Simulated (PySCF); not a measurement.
The system is OSiClH, in a box.

```xyz
4
Lattice="12.0000 0.0000 0.0000 0.0000 11.0000 0.0000 0.0000 0.0000 11.0000" Properties=species:S:1:pos:R:3 pbc="T T T"
O     4.7118    5.9016    5.3041
Si    5.1699    4.6473    6.2679
Cl    7.3105    4.7202    5.9787
H     5.3443    6.3987    4.8519
```

The cell isn't the ideal one: atoms moved at random, drawn with an rms of 0.05 Å.

Base run:

```yaml
Program: PySCF 2.14.0
Functional: CAM-B3LYP
Dispersion: D3
Potentials_or_basis: def2-svp (all-electron)
k_mesh: 1 × 1 × 1
Occupations: fixed
Spin: no spin polarisation
```

Its results: gap between the frontier levels 8.14 eV.

**Question.** After a change of settings the same cell gave: gap between the frontier levels 3.75 eV. Which change was it?
A. functional from CAM-B3LYP to LC-wPBE; dispersion from D3 to D3(BJ)
B. functional from CAM-B3LYP to OLYP
C. functional from CAM-B3LYP to r2SCAN0; dispersion from D3 to D3(BJ)

**Answer.** B.

CAM-B3LYP gives the wider gap, since exact exchange removes part of the self-interaction.

Caveats: this is a molecule in a periodic box at the Γ point, so its band gap is the HOMO-LUMO gap; the basis of atomic orbitals isn't converged, which shifts pressures, moduli and gaps.

Runs at the PBE level aren't shown here.
